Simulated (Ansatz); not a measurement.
The system is PtSe.

```xyz
2
Lattice="0.0000 3.0374 3.0374 3.0374 0.0000 3.0374 3.0374 3.0374 0.0000" Properties=species:S:1:pos:R:3 pbc="T T T"
Pt    0.0000    0.0000    0.0000
Se    1.5187    1.5187    1.5187
```

The cell comes from a database or a generator and needn't be the stable form of this composition.

Base run:

```yaml
Program: Ansatz 0.2.0
Functional: r2SCAN
Potentials_or_basis: Ansatz PAW
Cutoff: 500 eV
Density_cutoff: 2000 eV
k_mesh: 8 × 8 × 8
Occupations: fermi-dirac, width 0.05 eV
Spin: no spin polarisation
```

Its results: band gap on the k mesh none (metal or under the smearing width); pressure -13.5 GPa.

**Question.** The run is repeated on the same cell with these changes: hubbard terms from none to Pt d U = 6 eV; hubbard projectors from none to ortho-atomic (the default). What comes out?

**Answer.** Band gap on the k mesh none (metal or under the smearing width); pressure -12.8 GPa.

Caveats: the PAW data sets come from PBE, with cores solved anew for the run's functional, which leaves a small shift of forces and pressure; the density of states is complete only up to the lowest level of the last band computed; U without spin polarisation on a metal has little footing (some runs).

Not every run made on this cell is shown here.
